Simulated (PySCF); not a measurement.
# C3H9ISi: the cost of one run

The runs use PySCF 2.14.0; levels as typed in each script, gas phase, geometry from GFN2-xTB.

**1. The system as given**

14 atoms, charge 0, spin multiplicity 1.

Bond lengths: C1–Si2 1.897 Å, C1–H6 1.086 Å, C1–H7 1.086 Å, C1–H8 1.086 Å, Si2–C3 1.897 Å, Si2–C4 1.897 Å, Si2–I5 2.500 Å, C3–H9 1.086 Å, C3–H10 1.086 Å, C3–H11 1.086 Å, C4–H12 1.086 Å, C4–H13 1.086 Å, C4–H14 1.086 Å. Angles: Si2–C1–H6 111.2°, Si2–C1–H7 111.3°, Si2–C1–H8 111.2°, H6–C1–H7 107.8°, H6–C1–H8 107.6°, H7–C1–H8 107.6°, C1–Si2–C3 112.3°, C1–Si2–C4 112.3°, C1–Si2–I5 106.5°, C3–Si2–C4 112.3°, C3–Si2–I5 106.5°, C4–Si2–I5 106.5°, Si2–C3–H9 111.2°, Si2–C3–H10 111.3°, Si2–C3–H11 111.2°, H9–C3–H10 107.6°, H9–C3–H11 107.6°, H10–C3–H11 107.8° and more.

As a file:

```xyz
14
charge 0, multiplicity 1
C     1.78233   -0.32434    1.78988
Si    1.24484    0.00003    0.00001
C     1.78231   -1.38797   -1.17582
C     1.78237    1.71222   -0.61409
I    -1.25551    0.00001    0.00001
H     1.40641   -1.27955    2.14555
H     2.86458   -0.33863    1.88027
H     1.40685    0.44525    2.45784
H     1.40613   -2.35157   -0.84362
H     2.86456   -1.45913   -1.23336
H     1.40642   -1.21837   -2.18089
H     1.40649    2.49785    0.03531
H     2.86463    1.79760   -0.64693
H     1.40622    1.90634   -1.61471
```

**2. Density, bond paths and surface potential (PBE/def2-tzvp)**

Input file input.py:

```python
import numpy as np
from pyscf import gto, scf, dft
from pyscf.scf import atom_ks, atom_hf
from scipy.linalg import block_diag

def solve(mol, dm0=None, hcore=None):
    mf = (dft.UKS if mol.spin else dft.RKS)(mol, xc='pbe')
    mf.grids.level = 3
    mf = mf.density_fit(auxbasis='def2-universal-jkfit')
    mf.conv_tol, mf.max_cycle = 1e-8, 80
    if hcore is not None:
        mf.get_hcore = lambda *args: hcore
    mf.kernel(dm0)
    if not mf.converged:
        mf = mf.newton().run(mf.mo_coeff, mf.mo_occ, max_cycle=30)
    assert mf.converged, 'SCF not converged'
    return mf

mol = gto.M(atom='''
C      1.78233    -0.32434     1.78988
Si     1.24484     0.00003     0.00001
C      1.78231    -1.38797    -1.17582
C      1.78237     1.71222    -0.61409
I     -1.25551     0.00001     0.00001
H      1.40641    -1.27955     2.14555
H      2.86458    -0.33863     1.88027
H      1.40685     0.44525     2.45784
H      1.40613    -2.35157    -0.84362
H      2.86456    -1.45913    -1.23336
H      1.40642    -1.21837    -2.18089
H      1.40649     2.49785     0.03531
H      2.86463     1.79760    -0.64693
H      1.40622     1.90634    -1.61471
''', basis='def2-tzvp', ecp={'I': 'def2-tzvp'}, charge=0, spin=0, verbose=4)
mf = solve(mol)
mf.analyze()
# spherically averaged free atoms, for the promolecule
atom_ks.AtomSphAverageRKS.init_guess_by_vsap = lambda self, mol=None: self.init_guess_by_minao(mol)  # core potentials
atm = atom_ks.get_atm_nrks(mol, xc='pbe')
pro = block_diag(*[(atm[a[0]][2] * atm[a[0]][3]) @ atm[a[0]][2].T for a in mol._atom])
np.savez('result.npz', e=mf.e_tot, c=mf.mo_coeff, occ=mf.mo_occ, eps=mf.mo_energy, pro=pro, dip=mf.dip_moment(verbose=0), s2=mf.spin_square()[0])
```

On the command line:

```bash
> OMP_NUM_THREADS=1 python input.py
```

Q: Estimate wall time and peak memory on 1 thread of Arm Neoverse V1, shared host.

About 75 s, with a peak of 0.78 GiB.
